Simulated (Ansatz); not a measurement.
# C2H8GaN: small, medium and large basis sets

One table from this session's results is given with a row withheld; the runs are named, their logs left out.

Computed with Ansatz 0.2.0, Gaussian basis. Level: one geometry, several basis sets.

The runs, in order: PBE0-D4/def2-SVP; ωB97M-V/def2-SVP; PBE0-D4/def2-QZVPP; ωB97M-V/def2-QZVPP; the functionals' def2-TZVPP values are taken from earlier runs.

## Structure used throughout

An earlier PBE0-D4 in a triple-zeta def2 set relaxation fixed the geometry.

SMILES `CC[NH][GaH2]`, 12 atoms, charge 0, spin multiplicity 1.

Atoms are counted from 1 here; the program's logs count them from 0.

Bond lengths: C1–C2 1.520 Å, C1–H5 1.094 Å, C1–H6 1.094 Å, C1–H7 1.093 Å, C2–N3 1.445 Å, C2–H8 1.095 Å, C2–H9 1.099 Å, N3–Ga4 1.815 Å, N3–H10 1.009 Å, Ga4–H11 1.561 Å, Ga4–H12 1.562 Å. Angles: C2–C1–H5 110.8°, C2–C1–H6 111.1°, C2–C1–H7 110.7°, H5–C1–H6 107.8°, H5–C1–H7 107.8°, H6–C1–H7 108.5°, C1–C2–N3 113.3°, C1–C2–H8 109.4°, C1–C2–H9 109.1°, N3–C2–H8 108.2°, N3–C2–H9 110.6°, H8–C2–H9 106.0°, C2–N3–Ga4 127.7°, C2–N3–H10 112.8°, Ga4–N3–H10 119.4°, N3–Ga4–H11 116.8°, N3–Ga4–H12 116.0°, H11–Ga4–H12 127.3°.

Set-up of the first run:

The input, in.yaml:

```yaml
crystal:
  periodic: [false, false, false]
  atoms:
    - {symbol: C, position_ang: [-0.538143, 1.581347, 0.402026]}
    - {symbol: C, position_ang: [0.320735, 0.356518, 0.668867]}
    - {symbol: N, position_ang: [0.582628, -0.426233, -0.517123]}
    - {symbol: Ga, position_ang: [0.044560, -2.123464, -0.869454]}
    - {symbol: H, position_ang: [-0.056071, 2.244632, -0.322050]}
    - {symbol: H, position_ang: [-0.704107, 2.152972, 1.319378]}
    - {symbol: H, position_ang: [-1.508914, 1.289870, -0.006006]}
    - {symbol: H, position_ang: [-0.179712, -0.286984, 1.399427]}
    - {symbol: H, position_ang: [1.262772, 0.673009, 1.138460]}
    - {symbol: H, position_ang: [1.095150, 0.086444, -1.219198]}
    - {symbol: H, position_ang: [0.446673, -2.715315, -2.256842]}
    - {symbol: H, position_ang: [-0.765571, -2.832798, 0.262495]}
basis:
  gaussian: {orbitals: def2-SVP}
hamiltonian: {xc: pbe0, dispersion: d4}
output: {orbitals: {seedname: orbitals}}
```

The run is started by

```sh
ansatz run in.yaml --threads 4 --pin off --events-out ev --progress --plain --max-ram 10444MiB
```

Steps of the session up to this table: PBE0-D4 in def2-SVP; ωB97M-V in def2-SVP; PBE0-D4 in def2-QZVPP; ωB97M-V in def2-QZVPP.

One of the session's tables, all rows but one given; the rest of the session is left out.

It belongs to the step «Functionals by basis». 

```
functional       basis  HOMO (eV)
   PBE0-D4    def2-SVP      -6.69
   PBE0-D4  def2-TZVPP      -6.75
   PBE0-D4  def2-QZVPP      -6.77
   ωB97M-V    def2-SVP      -8.98
   ωB97M-V  def2-TZVPP          ?
   ωB97M-V  def2-QZVPP      -9.08
```

Estimate the missing values for ωB97M-V, def2-TZVPP.

**Answer.** HOMO (eV): -9.06. In the column «HOMO (eV)» it lies between ωB97M-V, def2-QZVPP (-9.08) and ωB97M-V, def2-SVP (-8.98).
